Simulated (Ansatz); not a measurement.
I need harmonic frequencies at the relaxed geometry of C2H5BO, SMILES B1CCO1. Use the Python package of Ansatz (0.2.0). Use (for the species named): r2SCAN, 6-31G* basis, multiplicity 1.

```xyz
9

B    -0.2530    0.2301   -1.2312
C     0.4811    0.5229    0.1276
C    -0.1476   -0.7294    0.6037
O    -0.6747   -0.9847   -0.5924
H    -0.8856    1.0551   -1.9180
H     0.1245    1.4429    0.6675
H     1.6135    0.4658    0.0041
H    -0.8164   -0.5550    1.4268
H     0.6467   -1.4940    0.8947
```

The script, `run_freq.py`:
```python
'''Vibrations and zero-point energy of C2H5BO.'''

import logging
import sys

import ansatz as az
import numpy as np

logging.basicConfig(stream=sys.stdout, format='%(levelname)s %(message)s')
logger = logging.getLogger('c2h5bo')
logger.setLevel(logging.INFO)

GEOMETRY = '''
B    -0.25300    0.23010   -1.23120
C     0.48110    0.52290    0.12760
C    -0.14760   -0.72940    0.60370
O    -0.67470   -0.98470   -0.59240
H    -0.88560    1.05510   -1.91800
H     0.12450    1.44290    0.66750
H     1.61350    0.46580    0.00410
H    -0.81640   -0.55500    1.42680
H     0.64670   -1.49400    0.89470
'''

mol = az.Crystal.molecule()
for line in GEOMETRY.strip().splitlines():
    symbol, *xyz = line.split()
    mol = mol.atom(symbol, [float(v) for v in xyz])

setup = mol.calculation().basis(gaussian='6-31G*').functional('r2SCAN')
symbols = [site.symbol for site in mol.cartesian_sites]
start = np.array([site.position_ang for site in mol.cartesian_sites], dtype=float)
r = setup.relax(force_tolerance=0.003, max_steps=100).run().report
end = np.array(r['positions_ang'])

logger.info('final positions (A) and the move of each atom')
for symbol, xyz, old in zip(symbols, end, start):
    logger.info(f'{symbol:2s} {xyz[0]:10.5f} {xyz[1]:10.5f} {xyz[2]:10.5f}   {np.linalg.norm(xyz - old):7.4f}')

# same settings at the minimum
minimum = az.Crystal.molecule()
for symbol, place in zip(symbols, end):
    minimum = minimum.atom(symbol, place.tolist())
vibrating = minimum.calculation()
vibrating = vibrating.basis(gaussian='6-31G*')
vibrating = vibrating.functional('r2SCAN')
vibrating = vibrating.phonons(temperatures=(298.15, 498.15, 100))
vib = vibrating.run().report['vibrations']
sums = vib['harmonic_sums']
modes = [m['omega_inv_cm'] for m in sums['modes_at_gamma'] if m['rigid_motion'] == 'no']
print('frequencies (1/cm):', ' '.join(f'{w:.0f}' for w in modes))
print('imaginary modes:', sum(w < 0 for w in modes), ' zero-point energy:', round(sums['zero_point_energy_ev'], 4), 'eV')
logger.info('T (K)   F_vib (eV)   S_vib (meV/K)   C_vib (meV/K)')
for row in zip(sums['temperatures_k'], sums['vibrational_free_energy_ev'], vib['entropy_ev_per_k'], vib['heat_capacity_ev_per_k']):
    logger.info(f'{row[0]:6.1f} {row[1]:11.4f} {1000 * row[2]:13.4f} {1000 * row[3]:15.4f}')
```

```console
$ python run_freq.py
INFO final positions (A) and the move of each atom
INFO B    -0.40408    0.30367   -1.08645    0.2218
INFO C     0.51040    0.62380    0.17088    0.1136
INFO C    -0.09600   -0.71967    0.62243    0.0557
INFO O    -0.89272   -0.88407   -0.60328    0.2404
INFO H    -0.70485    0.76931   -2.14883    0.4094
INFO H     0.24126    1.48635    0.79034    0.1750
INFO H     1.59622    0.61757    0.02552    0.1542
INFO H    -0.76327   -0.68422    1.49097    0.1538
INFO H     0.60153   -1.55904    0.72122    0.1907
frequencies (1/cm): 244 592 776 822 841 921 987 995 1084 1157 1178 1209 1233 1385 1462 1535 2664 3060 3082 3119 3140
imaginary modes: 0  zero-point energy: 1.9519 eV
INFO T (K)   F_vib (eV)   S_vib (meV/K)   C_vib (meV/K)
INFO  298.1      1.9381        0.1489          0.3190
INFO  398.1      1.9174        0.2703          0.5284
INFO  498.1      1.8835        0.4091          0.7125
```

The frequencies are harmonic and unscaled, in a modest basis. Run time: 2.5 min on 1 thread of Arm Neoverse V1, on a shared host, peak memory 0.21 GiB.
